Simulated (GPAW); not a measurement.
TaN: single point from a typed occupation with PBE+U

TaN:

```xyz
2
Lattice="0.0000 2.1790 2.1790 2.1790 0.0000 2.1790 2.1790 2.1790 0.0000" Properties=species:S:1:pos:R:3 pbc="T T T"
Ta    2.1790    2.1790    2.1790
N     0.0000    0.0000    0.0000
```

```json
{
 "Program": "GPAW 26.7.0",
 "Task": "single point from a typed occupation",
 "Functional": "PBE",
 "Potentials or basis": "GPAW PAW data sets (gpaw-data 1.2.1)",
 "Cutoff": "600 eV",
 "Basis": "pw",
 "k mesh": "7 × 7 × 7",
 "Occupations": "gaussian, width 0.05 eV",
 "Spin": "collinear spin, ferromagnetic start",
 "Starting moments": "[2.0, 0.0] μB",
 "Hubbard terms": "Ta d U = 2 eV",
 "Maxiter": "120",
 "start of the occupation matrix": "random",
 "cycles with the matrix held": "15",
 "Convergence": "density=0.0001 energy=1e-05",
 "Symmetry": "point_group=False"
}
```

The pressure is 13.3 GPa and the band gap on the k mesh is none (metal or under the smearing width). The net moment is 0.00 μB per cell.

Levels at points of the mesh, in eV from the Fermi level:
Spin up:
| k point | band 7 | band 8 | band 9 | band 10 | band 11 | band 12 |
| --- | --- | --- | --- | --- | --- | --- |
| (0.00, 0.00, 0.00) | -3.94 | -3.94 | -2.19 | -2.19 | -2.18 | 0.33 |
Spin down:
| k point | band 6 | band 7 | band 8 | band 9 | band 10 | band 11 | band 12 | band 13 |
| --- | --- | --- | --- | --- | --- | --- | --- | --- |
| (0.00, 0.00, 0.00) | -3.94 | -3.94 | -3.94 | -2.19 | -2.19 | -2.18 | 0.33 | 0.33 |

Eigenvalues of the final occupation matrices:
```
   site  spin  trace               eigenvalues
atom 1      1   1.70  0.28 0.28 0.38 0.38 0.38
atom 1      2   1.70  0.28 0.28 0.38 0.38 0.38
```

It took 14 min on 1 thread of AMD EPYC 7R43 64-Core Processor (Zen 3), with other jobs on the host, peak memory 0.26 GiB.

Caveat: the cutoff is short for stress and forces, so pressures can be off by a GPa or more; the occupation matrix was held by a function in the script for the first cycles and then freed; the end state hangs on it. The state reached can hang on the start; a lower one may exist.
